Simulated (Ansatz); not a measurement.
# CO2: the cost of one run

Method: DFT r2SCAN, scalar-relativistic, plane waves, PAW, in Ansatz 0.2.0.

**1. The system as given**

It takes space group P4/mmm (No. 123, tetragonal). The conventional cell has a = 12.000 Å, b = 12.000 Å, c = 12.000 Å, α = 90.00°, β = 90.00°, γ = 90.00°. C (site symmetry 4/mmm) is surrounded by 2 O at 1.16 Å. O (site symmetry 4mm) is surrounded by 1 C at 1.16 Å.

Structure file:

```
CELL_PARAMETERS angstrom
12.00000 0.00000 0.00000
0.00000 12.00000 0.00000
0.00000 0.00000 12.00000
ATOMIC_POSITIONS crystal
C 0.50000 0.50000 0.50000
O 0.50000 0.50000 0.59667
O 0.50000 0.50000 0.40333
```

**2. Single point: CO2 in a box, no spin**

Contents of input.yaml:

```yaml
crystal:
  lattice:
    - [12.0, 0.0, 0.0]
    - [0.0, 12.0, 0.0]
    - [0.0, 0.0, 12.0]
  atoms:
    - { symbol: C, position: [0.5, 0.5, 0.5] }
    - { symbol: O, position: [0.5, 0.5, 0.5966666667] }
    - { symbol: O, position: [0.5, 0.5, 0.4033333333] }
scf:
  occupations: { method: fixed }
output:
  forces: true
  stress: false
  core_levels: { shells: { O: "1s", C: "1s" } }
  write_density: true
  write_potential: true
  elf: true
  volumetric_format: npy
hamiltonian:
  xc: r2scan
kpoints:
  mp_grid: { grid: [1, 1, 1] }
```

Launch:

```bash
ansatz run input.yaml --threads 8 --pin off --max-ram 16384MiB --backend cpu --events-out ev --progress --plain --runs-dir out
```

Q: Estimate wall time and peak memory on 8 threads of Arm Neoverse V1, shared host.

About 5.6 min, with a peak of 3.8 GiB.
